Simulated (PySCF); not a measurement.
**AgC: a composite coupled-cluster curve**

Aim: bond length, wavenumber and bond energy of AgC near the limit of CCSD(T), built from two basis sets and any small corrections listed.

The runs use PySCF 2.14.0; CCSD(T) on ROHF, scalar-relativistic core potentials.

## Step 1: Set-up

- molecule: AgC
- state: quartet, unpaired electrons σ ↑, π ↑↑
- smaller basis: Ag aug-cc-pVDZ-PP with ECP28, C aug-cc-pVDZ
- larger basis: Ag aug-cc-pVTZ-PP with ECP28, C aug-cc-pVTZ
- frozen core orbitals: 5
- extrapolation: correlation as n⁻³ (n = 2, 3), Hartree–Fock as (n+1)·exp(−9√n)
- corrections: none
- distances (Å): 1.7779, 1.8587, 1.9395, 2.0204, 2.1012, 2.2022, 2.3032
- masses (u): 106.9051, 12.0000
- dissociation limit: Ag + C

Run with:

```sh
$ OMP_NUM_THREADS=4 python comp.py task.json out
```

## Step 2: The runs

Q: Predict the outcome of this session. Wanted: for each run, Re; ωe; ωexe; αe; De.

As calculated:

```csv
level,Re (Å),ωe (cm⁻¹),ωexe (cm⁻¹),αe (cm⁻¹),De (eV)
CCSD(T)/aug-cc-pVDZ(-PP),2.0563,473.7,3.84,0.00389,1.409
CCSD(T)/aug-cc-pVTZ(-PP),2.0349,482.5,3.51,0.00369,1.517
HF/CBS,2.1590,455.9,3.03,0.00300,0.960
MP2/CBS,2.0042,510.0,3.39,0.00333,1.593
CCSD/CBS,2.0476,478.9,3.38,0.00351,1.432
CCSD(T)/CBS,2.0279,485.7,3.40,0.00365,1.557
```

The last step gives Re = 2.0279 Å, ωe = 485.7 cm⁻¹ and De = 1.557 eV; the smaller basis alone is off from it by +28.3 mÅ and -0.15 eV. Near the minimum the mean field binds by 0.86 eV and correlation adds 0.69 eV of binding. T1 is 0.043. Spin–orbit coupling and excitations beyond (T) are left out.
